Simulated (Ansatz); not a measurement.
Set up this calculation in Ansatz 0.2.0, as the native input.

```
Task                : relaxation of cell and atoms
Functional          : PBEsol
Dispersion          : D3(BJ)
Potentials or basis : Ansatz PAW
Cutoff              : 420 eV (not typed: the program's choice for these potentials)
k mesh              : 6 × 6 × 2
Occupations         : fermi-dirac, width 0.05 eV
Spin                : no spin polarisation
```

Hf2Pd2Se2Br2O3:

```xyz
11
Lattice="7.5867 -1.7097 -1.1758 7.5867 1.7097 -1.1758 -2.0245 0.0000 13.0516" Properties=species:S:1:pos:R:3 pbc="T T T"
Hf   14.2165    0.0000   -1.4206
Hf    8.6262    0.0000    2.2691
Pd    1.6873    0.0000    6.2302
Pd    3.3945    0.0000    8.9390
Se   12.2827    0.0000    8.8683
Se   10.7952    0.0000    5.8168
Br    8.8069    0.0000   -0.7891
Br    3.1532    0.0000    3.1608
O     8.2058    0.0000    4.0943
O     5.7021    0.0000    0.0464
O     0.0207    0.0000    2.8206
```

The cell was built by a generator and needn't be a form met in nature.

These files were run (other wordings do the same):

input.yaml

```yaml
crystal:
  lattice:
    - [7.58666, -1.70971, -1.17576]
    - [7.58666, 1.70971, -1.17576]
    - [-2.02446, 0.0, 13.05155]
  atoms:
    - { symbol: Hf, position: [0.94514, 0.94514, 0.06144] }
    - { symbol: Hf, position: [0.60628, 0.60628, 0.28309] }
    - { symbol: Pd, position: [0.1792, 0.1792, 0.50964] }
    - { symbol: Pd, position: [0.32286, 0.32286, 0.74307] }
    - { symbol: Se, position: [0.92232, 0.92232, 0.84566] }
    - { symbol: Se, position: [0.78991, 0.78991, 0.588] }
    - { symbol: Br, position: [0.58645, 0.58645, 0.0452] }
    - { symbol: Br, position: [0.24604, 0.24604, 0.28651] }
    - { symbol: O, position: [0.59701, 0.59701, 0.42127] }
    - { symbol: O, position: [0.38554, 0.38554, 0.07302] }
    - { symbol: O, position: [0.03094, 0.03094, 0.22169] }
hamiltonian:
  xc: pbesol
  pseudopotentials: { kind: paw }
  dispersion: d3bj
kpoints:
  mp_grid: { grid: [6, 6, 2] }
scf:
  occupations: { method: fermi_dirac, width: 0.05 }
output:
  forces: true
  stress: true
  eigenvalues: true
relax:
  f_tol: 0.01
  max_steps: 40
  cell: { stress_tol: 0.05 }
```

Potentials or basis: Ansatz PAW.

The run is started by

```sh
$ ansatz run input.yaml --threads 8 --pin off --max-ram 20480MiB --backend cpu --events-out ev --progress --plain --runs-dir out
```

It gave:

```json
{"Relaxed volume": "18.64 Å³/atom", "Relaxed cell": "a = 6.142 Å, b = 6.142 Å, c = 10.357 Å, α = 93.44°, β = 93.44°, γ = 31.72°", "Space group after relaxing (to 0.05 Å)": "Cm (No. 8)", "Energy gained by relaxing": "104.2 meV/atom", "Ionic steps": "28", "Pressure after relaxing": "0.0 GPa", "Largest force after relaxing": "0.010 eV/Å", "Band gap on the k mesh": "0.53 eV, indirect (least direct gap 0.73 eV)"}
```

Caveat: the volume moved by over 15 % at a fixed basis, so the end points are rough; the plane-wave basis is chosen anew once the cell has moved, so the energies of steps on either side of that aren't comparable; spin-orbit coupling is left out, which moves the levels of the heavy elements; the PAW data sets come from PBE, with cores solved anew for the run's functional, which leaves a small shift of forces and pressure.

It took 9.8 min on 8 threads of Arm Neoverse V1, with other jobs on the host, peak memory 1.9 GiB.
